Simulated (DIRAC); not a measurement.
**InS−: LC-BLYP/dyall-v2z (DC, uncontracted yes)**

Aim: the energy change on altering one bond length of InS− at LC-BLYP/dyall-v2z (DC, uncontracted yes), from 2 runs. 

Program for the calculation: DIRAC 26.1 (patched).

17 further runs of the same task are left out: 2 that didn't finish, 15 set aside as unsound or not needed.

## (1) The structure to begin with

The species is InS− (2 atoms), meant as a singlet with charge -1. Geometry: optimised at HF/X2C-1eSO.

Bond lengths: In1–S2 2.306 Å.

## (2) The energy at LC-BLYP/dyall-v2z (DC, uncontracted yes)

The input, mol.xyz:

```xyz
2
InS
In      0.00000000      0.00000000      0.00000000
S       0.00000000      0.00000000      2.30551015
```

The input, scf.inp:

```
**DIRAC
.WAVE FUNCTION
.PROPERTIES
**HAMILTONIAN
.DFT
CAM p:alpha=0.0 p:beta=1.0 p:mu=0.33 x:slater=1 x:becke=1 c:lyp=1
**INTEGRALS
*READIN
.UNCONTRACT
**WAVE FUNCTION
.SCF
**PROPERTIES
.DIPOLE
**MOLECULE
*BASIS
.DEFAULT
dyall.v2z
*CHARGE
.CHARGE
 -1
*END OF
```

Launch:

```
$ pam --inp=scf.inp --mol=mol.xyz --noarch --mw=163 --aw=368
```

The log of the run:

```text
[...]
   for large components
[...]
 Ordinary (field-free non-relativistic) Hamiltonian integrals not calculated.
[...]
Full group is:  C(oo,v)
Represented as: C2v
[...]
 * Kohn-Sham calculation using the xc functional: Cam
[...]
   Total charge of atoms =  65
[...]
 * Number of fermion irreps: 1
[...]
It.    1    -3619.268085073      0.00D+00  0.00D+00  0.00D+00               0.21192001s   Atom. scrpot
[...]
It.   18    -6282.618091971     -6.46D-11 -1.36D-08  5.52D-08   DIIS   9    4.52900000s   LL SL
[...]
* Convergence after   18 iterations.
[...]
                                   TOTAL ENERGY
                                   ------------
   Charge of molecule : -1
   Electronic energy                        :    -6462.5677709956426
   Other contributions to the total energy
   Nuclear repulsion energy                 :      179.9492980182699
   SS Coulombic correction                  :        0.0003810059142
[...]
   Total energy                             :    -6282.6180919714589
[...]
  * Closed shell, f = 1.0000
   -1019.451197009  ( 2)       -152.565752424  ( 2)       -142.290589035  ( 2)       -134.528120481  ( 2)        -88.282053423  ( 2)
     -28.908212822  ( 2)        -24.760985748  ( 2)        -23.358086279  ( 2)        -16.016675728  ( 2)        -15.728755124  ( 2)
      -7.613123330  ( 2)         -5.621373336  ( 2)         -5.575530422  ( 2)         -4.354013149  ( 2)         -2.997858063  ( 2)
      -2.748423265  ( 2)         -0.647765182  ( 2)         -0.617752887  ( 2)         -0.514160952  ( 2)         -0.236398924  ( 2)
[...]
  * Closed shell, f = 1.0000
    -134.529288224  ( 2)        -23.361378951  ( 2)        -16.019752938  ( 2)        -15.730053523  ( 2)         -5.574787320  ( 2)
      -2.754615338  ( 2)         -0.647334736  ( 2)         -0.611236976  ( 2)         -0.103322613  ( 2)
  * Virtual eigenvalues, f = 0.0000
       0.199837462  ( 2)          0.473927255  ( 2)          0.535824527  ( 2)          0.579996771  ( 2)          0.844024183  ( 2)
[...]
  * Closed shell, f = 1.0000
     -15.732736153  ( 2)         -0.616506139  ( 2)
  * Virtual eigenvalues, f = 0.0000
       0.538787348  ( 2)          0.993366519  ( 2)          1.787964762  ( 2)          5.842780536  ( 2)         18.026710494  ( 2)
      51.665748778  ( 2)        140.402036827  ( 2)        378.704422020  ( 2)       1071.283504895  ( 2)       3495.026978780  ( 2)
[...]
* HOMO - LUMO gap:
    E(LUMO) :     0.19560254 au (symmetry E1 )
  - E(HOMO) :    -0.08744455 au (symmetry E1 )
  ------------------------------------------
    gap     :     0.28304709 au
[...]
* Dipole moment:
          Electronic               Nuclear                  Total
          contribution             contribution             contribution
----------------------------------------------------------------------------
x         0.00000000 Debye         0.00000000 Debye         0.00000000 Debye
y         0.00000000 Debye         0.00000000 Debye         0.00000000 Debye
z       -24.52591756 Debye        20.49489014 Debye        -4.03102743 Debye
----------------------------------------------------------------------------
[...]
```

Run time: 1.9 min. Hardware: 1 thread of Arm Neoverse V1, shared host; peak memory 0.083 GiB.

## (3) The distorted shape

The input, mol.xyz:

```xyz
2
InS
In      0.00000000      0.00000000     -0.77140000
S       0.00000000      0.00000000      2.20400000
```

The input, job.inp:

```
**DIRAC
.TITLE
 InS
.WAVE FUNCTION
.PROPERTIES
**HAMILTONIAN
.DFT
CAM p:alpha=0.0 p:beta=1.0 p:mu=0.33 x:slater=1 x:becke=1 c:lyp=1
**INTEGRALS
*READIN
.UNCONTRACT
**WAVE FUNCTION
.SCF
**PROPERTIES
.DIPOLE
**MOLECULE
*BASIS
.DEFAULT
dyall.v2z
*CHARGE
.CHARGE
 -1
**END OF INPUT
```

Launch:

```
$ pam --inp=job.inp --mol=mol.xyz --noarch --mw=163 --aw=368
```

The log of the run:

```text
[...]
   for large components
[...]
 Ordinary (field-free non-relativistic) Hamiltonian integrals not calculated.
[...]
Full group is:  C(oo,v)
Represented as: C2v
[...]
 * Kohn-Sham calculation using the xc functional: Cam
[...]
   Total charge of atoms =  65
[...]
 * Number of fermion irreps: 1
[...]
It.    1    -3656.233077608      0.00D+00  0.00D+00  0.00D+00               0.20926699s   Atom. scrpot
[...]
It.   27    -6282.552732779      7.00D-11  1.63D-08  9.31D-08   DIIS   9    4.29700000s   LL SL
[...]
* Convergence after   27 iterations.
[...]
                                   TOTAL ENERGY
                                   ------------
   Charge of molecule : -1
   Electronic energy                        :    -6421.9880394532211
   Other contributions to the total energy
   Nuclear repulsion energy                 :      139.4350114493836
   SS Coulombic correction                  :        0.0002952251806
[...]
   Total energy                             :    -6282.5527327786567
[...]
  * Closed shell, f = 1.0000
   -1019.498053286  ( 2)       -152.611320932  ( 2)       -142.336355389  ( 2)       -134.574020946  ( 2)        -88.268214467  ( 2)
     -28.953134919  ( 2)        -24.805940492  ( 2)        -23.403518230  ( 2)        -16.062093322  ( 2)        -15.774226523  ( 2)
      -7.594864637  ( 2)         -5.603692640  ( 2)         -5.558678305  ( 2)         -4.397471226  ( 2)         -3.041154195  ( 2)
      -2.791600590  ( 2)         -0.682322557  ( 2)         -0.649753956  ( 2)         -0.477284072  ( 2)         -0.255445960  ( 2)
[...]
  * Closed shell, f = 1.0000
    -134.574815903  ( 2)        -23.405801783  ( 2)        -16.064210880  ( 2)        -15.775138868  ( 2)         -5.555986429  ( 2)
      -2.797817124  ( 2)         -0.689824963  ( 2)         -0.652262521  ( 2)         -0.065962274  ( 2)
  * Virtual eigenvalues, f = 0.0000
       0.161238238  ( 2)          0.455286900  ( 2)          0.512055286  ( 2)          0.534015272  ( 2)          0.866086159  ( 2)
[...]
  * Closed shell, f = 1.0000
     -15.776974532  ( 2)         -0.659165757  ( 2)
  * Virtual eigenvalues, f = 0.0000
       0.515684426  ( 2)          1.016359968  ( 2)          1.748821449  ( 2)          5.800468336  ( 2)         17.983225472  ( 2)
      51.621603116  ( 2)        140.357360377  ( 2)        378.659181238  ( 2)       1071.237576887  ( 2)       3494.980306569  ( 2)
[...]
* HOMO - LUMO gap:
    E(LUMO) :     0.15545241 au (symmetry E1 )
  - E(HOMO) :    -0.06534283 au (symmetry E1 )
  ------------------------------------------
    gap     :     0.22079524 au
[...]
* Dipole moment:
          Electronic               Nuclear                  Total
          contribution             contribution             contribution
----------------------------------------------------------------------------
x         0.00000000 Debye         0.00000000 Debye         0.00000000 Debye
y         0.00000000 Debye         0.00000000 Debye         0.00000000 Debye
z       -34.70038427 Debye        26.44989271 Debye        -8.25049155 Debye
----------------------------------------------------------------------------
[...]
```

Run time: 2.7 min. Hardware: 1 thread of Arm Neoverse V1, shared host; peak memory 0.084 GiB.

## (4) Outcome

At LC-BLYP/dyall-v2z (DC, uncontracted yes):

```
                                                              quantity           value
                                             first shape: total energy  -6282.61809 Eh
                                              first shape: HOMO energy        -2.38 eV
                                              first shape: LUMO energy         5.32 eV
    first shape: HOMO–LUMO gap (to an unbound level, set by the basis)         7.70 eV
                                         distorted shape: total energy  -6282.55273 Eh
                                          distorted shape: HOMO energy        -1.78 eV
                                          distorted shape: LUMO energy         4.23 eV
distorted shape: HOMO–LUMO gap (to an unbound level, set by the basis)         6.01 eV
    energy change with the In1–S2 bond stretched from 2.306 to 2.975 Å        1.779 eV
```

What this shows: With the In1–S2 bond stretched from 2.306 to 2.975 Å the energy rises by 1.78 eV (41 kcal/mol). The first shape isn't relaxed at this level, so the change isn't measured from a minimum.
